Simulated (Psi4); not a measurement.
# doublet BCl2F+: levels of theory compared

Wanted: a comparison of 6 runs (UHF/STO-3G, UHF/3-21G, U-wB97X-V/6-311+G**, UDSD-PBEP86/6-311+G**, UTPSSh/6-311+G**, UMP3/6-311+G**) of doublet BCl2F+. 

Program for the calculation: Psi4 1.11.

2 further runs of the same task are left out: 2 set aside as unsound or not needed.

## Step 1: Starting point

The species is BCl2F+ (4 atoms), meant as a doublet with charge +1. As SMILES of the parent species, `FB(Cl)Cl`. The shape is that of a PBE0-D4/def2-TZVP optimisation. That shape belongs to the parent species and isn't relaxed for this state.

Bond lengths: F1–B2 1.310 Å, B2–Cl3 1.739 Å, B2–Cl4 1.739 Å. Angles: F1–B2–Cl3 119.3°, F1–B2–Cl4 119.3°, Cl3–B2–Cl4 121.5°.

## Step 2: A single-point energy at UHF/STO-3G (run 1)

Contents of calc.inp:

```
memory 2200 mb

molecule molecule1 {
  1 2
  F      0.114370    -1.165320    -0.781190
  B      0.007910    -0.080610    -0.054040
  Cl    -1.549540     0.373780     0.571420
  Cl     1.427260     0.872140     0.263810
  symmetry c1
}

set {
  basis STO-3G
  reference uhf
  puream true
  e_convergence 1e-09
  d_convergence 1e-08
  scf_type pk
  maxiter 100
}

result, w = energy("hf", return_wfn=True)
oeprop(w, "DIPOLE", "WIBERG_LOWDIN_INDICES", "QUADRUPOLE")
print_variables()
```

Started as:

```bash
psi4 -n 1 calc.inp calc.out
```

calc.out:

```text
[...]
  Running in c1 symmetry.
[...]
  Nuclear repulsion =  181.669072785720459
[...]
  Multiplicity = 2
[...]
  Nalpha       = 24
  Nbeta        = 23
[...]
    Number of basis functions: 28
[...]
   @UHF iter   1: -1031.16474106754208   -7.24393e-01   1.43535e-02 ADIIS/DIIS
[...]
   @UHF iter  18: -1031.30653284750360    9.09495e-13   3.19643e-09 DIIS
[...]
   @S^2 Observed:                7.681366802E-01
[...]
  @UHF Final Energy: -1031.30653284750360
   => Energetics <=
    Nuclear Repulsion Energy =            181.6690727857204593
    One-Electron Energy =               -1774.9293633700340251
    Two-Electron Energy =                 561.9537577368100756
    Total Energy =                      -1031.3065328475036040
  UHF NO Occupations:
  HONO-2 :   22  A 1.9998436
  HONO-1 :   23  A 1.9911703
[...]
 Multipole Moments:
 ------------------------------------------------------------------------------------
     Multipole            Electronic (a.u.)      Nuclear  (a.u.)        Total (a.u.)
 ------------------------------------------------------------------------------------
 L = 1.  Multiply by 2.5417464519 to convert [e a0] to [Debye]
 Dipole X            :          0.0720348           -0.0786930           -0.0066581
 Dipole Y            :         -0.7339649            0.8018151            0.0678503
 Dipole Z            :         -0.4920368            0.5375133            0.0454766
 Magnitude           :                                                    0.0819519
 L = 2.  Multiply by 1.3450342976 to convert [e a0^2] to [Debye ang]
 Quadrupole XX       :       -288.4172262          269.7771525          -18.6400737
 Quadrupole XY       :        -36.2315673           36.8832108            0.6516435
[...]
```

It took 1.4 s on 1 thread of Intel Xeon 6975P-C (Granite Rapids), shared host; peak memory 0.18 GiB.

## Step 3: Energy and forces at UHF/3-21G (run 2)

Contents of input.dat:

```
memory 2.2 GB

molecule {
  1 2
  F      0.114370    -1.165320    -0.781190
  B      0.007910    -0.080610    -0.054040
  Cl    -1.549540     0.373780     0.571420
  Cl     1.427260     0.872140     0.263810
  symmetry c1
}

set {
  basis 3-21G
  reference uhf
  puream true
  e_convergence 1e-09
  d_convergence 1e-08
  scf_type pk
  maxiter 100
}

energy_value, wavefunction = gradient("hf", return_wfn=True)
oeprop(wavefunction, "MULLIKEN_CHARGES", "LOWDIN_CHARGES", "MAYER_INDICES")
```

Started as:

```bash
psi4 -i input.dat -o output.dat -n 1
```

output.dat:

```text
[...]
  Running in c1 symmetry.
[...]
  Nuclear repulsion =  181.669072785720459
[...]
  Multiplicity = 2
[...]
  Nalpha       = 24
  Nbeta        = 23
[...]
    Number of basis functions: 44
[...]
   @UHF iter   1: -1037.63763783480636    2.14872e-01   8.13088e-03 ADIIS/DIIS
[...]
   @UHF iter  14: -1037.72106814974995   -9.09495e-13   8.73916e-09 DIIS
[...]
   @S^2 Observed:                7.762447580E-01
[...]
  @UHF Final Energy: -1037.72106814974995
   => Energetics <=
    Nuclear Repulsion Energy =            181.6690727857204593
    One-Electron Energy =               -1784.1693558740482786
    Two-Electron Energy =                 564.7792149385778657
    Total Energy =                      -1037.7210681497499536
  UHF NO Occupations:
  HONO-2 :   22  A 1.9996902
  HONO-1 :   23  A 1.9875093
[...]
  -Total Gradient:
     Atom            X                  Y                   Z
    ------   -----------------  -----------------  -----------------
       1       -0.000246801358     0.002518525640     0.001688634894
       2       -0.003585642985     0.036545994172     0.024498298126
       3        0.010952939940    -0.018018849318    -0.014026937744
       4       -0.007120495625    -0.021045670490    -0.012159995270
[...]
  Mulliken Charges: (a.u.)
   Center  Symbol    Alpha    Beta     Spin     Total
       1     F     4.62550  4.62592 -0.00041 -0.25142
       2     B     2.09155  2.25922 -0.16767  0.64922
       3    CL     8.64147  8.05743  0.58403  0.30110
       4    CL     8.64147  8.05743  0.58405  0.30110
   Total alpha = 24.00000, Total beta = 23.00000, Total charge =  1.00000
  Lowdin Charges: (a.u.)
   Center  Symbol    Alpha    Beta     Spin     Total
       1     F     4.52296  4.52658 -0.00361 -0.04954
       2     B     2.38768  2.47774 -0.09006  0.13457
[...]
```

It took 1.4 s on 1 thread of Intel Xeon 6975P-C (Granite Rapids), shared host; peak memory 0.19 GiB.

Runs 3 to 5 aren't shown in full; the table further down has their settings and results.

## Step 4: The energy at UMP3/6-311+G(d,p) (run 6)

Contents of input.inp:

```
memory 2200 MB

molecule molecule1 {
  1 2
  F
  B 1 1.31022
  Cl 2 1.73877 1 119.25945
  Cl 2 1.738768 1 119.25911 3 179.99951
  symmetry c1
}

set reference uhf
set puream true
set e_convergence 1e-09
set d_convergence 1e-08
set scf_type pk
set num_frozen_docc 12
set maxiter 100
set mp_type conv

e_tot, wfn = energy("mp3/6-311+G**", return_wfn=True)
```

Started as:

```bash
psi4 -i input.inp -o input.out -n 1
```

input.out:

```text
[...]
  Running in c1 symmetry.
[...]
  Nuclear repulsion =  181.669089852411787
[...]
  Multiplicity = 2
[...]
  Nalpha       = 24
  Nbeta        = 23
[...]
    Number of basis functions: 104
[...]
   @UHF iter   1: -1042.80771759492268    2.03616e-02   3.67213e-03 ADIIS/DIIS
[...]
   @UHF iter  15: -1042.88289208579522   -5.00222e-12   8.81063e-09 DIIS
[...]
   @S^2 Observed:                7.841137400E-01
[...]
  @UHF Final Energy: -1042.88289208579522
   => Energetics <=
    Nuclear Repulsion Energy =            181.6690898524117870
    One-Electron Energy =               -1790.9979213721569522
    Two-Electron Energy =                 566.4459394339498886
    Total Energy =                      -1042.8828920857952198
  UHF NO Occupations:
  HONO-2 :   22  A 1.9988460
  HONO-1 :   23  A 1.9854544
[...]
 Multipole Moments:
 ------------------------------------------------------------------------------------
     Multipole            Electronic (a.u.)      Nuclear  (a.u.)        Total (a.u.)
 ------------------------------------------------------------------------------------
 L = 1.  Multiply by 2.5417464519 to convert [e a0] to [Debye]
 Dipole X            :         -0.0000077            0.0000050           -0.0000027
 Dipole Y            :         -0.0000471            0.0000013           -0.0000458
 Dipole Z            :         -0.2359823            0.9685145            0.7325323
 Magnitude           :                                                    0.7325323
[...]
	SCS-MP2 Total Energy (a.u.)        : -1043.42329227682330
	SOS-MP2 Total Energy (a.u.)        : -1043.41224813934036
[...]
	SOS-PI-MP2 Total Energy (a.u.)     : -1043.45296783576691
[...]
	MP2 Total Energy (a.u.)            : -1043.44538055178941
[...]
	SCS-MP3 Total Energy (a.u.)        : -1043.42814606983961
[...]
	MP3 Total Energy (a.u.)            : -1043.46479572385465
[...]
```

Run time: 20 s. Hardware: 1 thread of Intel Xeon 6975P-C (Granite Rapids), shared host; peak memory 0.9 GiB.

## Step 5: The series

```
run                                                    level      task         integration grid   energy (Eh)  HOMO energy (eV)  LUMO energy (eV)   ⟨S²⟩  wall time
  1                                               UHF/STO-3G    energy                        –  -1031.306533            -17.61            -10.72  0.768      1.4 s
  2                                                UHF/3-21G  gradient                        –  -1037.721068            -18.55            -11.55  0.776      1.4 s
  3                                      U-wB97X-V/6-311+G**    energy  99 radial × 590 angular  -1044.665051            -18.59            -12.60  0.758       38 s
  4  UDSD-PBEP86/6-311+G** (density fitting for correlation)    energy  99 radial × 590 angular  -1043.963806            -17.61            -12.41  0.769       12 s
  5                                         UTPSSh/6-311+G**  gradient  99 radial × 590 angular  -1044.889466            -16.18            -14.72  0.753       35 s
  6                                           UMP3/6-311+G**    energy                        –  -1043.464796            -18.00            -10.91  0.784       20 s
```

## Step 6: Results

```
                                                         quantity           value
                                              run 6: total energy  -1043.46480 Eh
run 6: HOMO energy (Hartree–Fock orbitals) (highest over α and β)       -18.00 eV
 run 6: LUMO energy (Hartree–Fock orbitals) (lowest over α and β)       -10.91 eV
              run 6: correlation energy (12 core orbitals frozen)      -581.9 mEh
                         run 6: ⟨S²⟩ of the reference determinant           0.784
```

In words: Totals of different functionals can't be ranked against each other. In run 1 the basis is minimal, so the values are rough. All runs together took 1.8 min, the longest 38 s.
